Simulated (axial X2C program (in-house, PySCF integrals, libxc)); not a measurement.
# A two-component session on NiH⁺: properties at the nuclei

Wanted for NiH⁺: properties at the nuclei, at the two-component level.

Program: an in-house X2C program for linear molecules on PySCF integrals. Level of theory: two-component X2C with atomic mean-field terms, Ni dyall-cv3z, H dyall-v3z. These are calculated values, not measurements.

## 1. Set-up

task.json

```json
{"zs": [28, 1], "q": 1, "bas": ["dyall-cv3z", "dyall-v3z"], "r0": 1.42, "levels": ["PBE0", "HF", "PBE", "BP86", "PBE50"], "nst": 3}
```

Keys: zs atomic numbers; q charge; bas basis sets; r0 starting distance in Å; levels methods (HF also brings MP2); nst determinants followed.

Run with:

```console
$ python soeom.py task.json out
```

Further steps of the session: Expectation values, lowest determinant; Expectation values, a higher determinant; Expectation values, a higher determinant.

Q: Predict the outcome of this session. Wanted: lowest determinant; Eeff magnitude; Ws magnitude Ni; A∥/gI Ni; qzz Ni; higher determinant (for each run or level that gives them).

The runs gave:

```
                                        quantity                                            value
                              lowest determinant   Ω = 3 (excess of +ω over −ω: ω = 1/2, ω = 5/2)
                    Eeff magnitude (GV/cm), PBE0                                            0.788
                     Ws magnitude Ni (kHz), PBE0                                           0.0939
                            A∥/gI Ni (MHz), PBE0                                              756
                             qzz Ni (a.u.), PBE0                                            -1.60
                              higher determinant  Ω = 1 (excess of +ω over −ω: ω = -1/2, ω = 3/2)
Eeff magnitude (GV/cm), PBE0, higher determinant                                            0.794
 Ws magnitude Ni (kHz), PBE0, higher determinant                                            0.283
        A∥/gI Ni (MHz), PBE0, higher determinant                                              268
         qzz Ni (a.u.), PBE0, higher determinant                                            -1.64
                              higher determinant  Ω = 2 (excess of +ω over −ω: ω = -1/2, ω = 5/2)
Eeff magnitude (GV/cm), PBE0, higher determinant                                            0.987
 Ws magnitude Ni (kHz), PBE0, higher determinant                                            0.184
        A∥/gI Ni (MHz), PBE0, higher determinant                                             2.13
         qzz Ni (a.u.), PBE0, higher determinant                                            -1.95
```

**Reading.** In the first state, the effective field runs from 0.385 to 0.849 GV/cm over the mean-field levels, so the levels don't agree on it. The expectation values come from single determinants, which for open shells can mix terms of unlike spin or miss the lowest Ω, so a determinant need not be a state. Eeff is the effective electric field on the electron dipole moment in this Ω state and Ws the scalar–pseudoscalar constant (defined with the proton number Z and per Ω); A∥ is the parallel hyperfine constant, which follows by multiplying with the nuclear g factor gI = μI/(I μN); qzz is the electric field gradient, eQq0 = 234.96 MHz × Q/barn × qzz. The operators were transformed with the bare-nucleus X2C matrices.
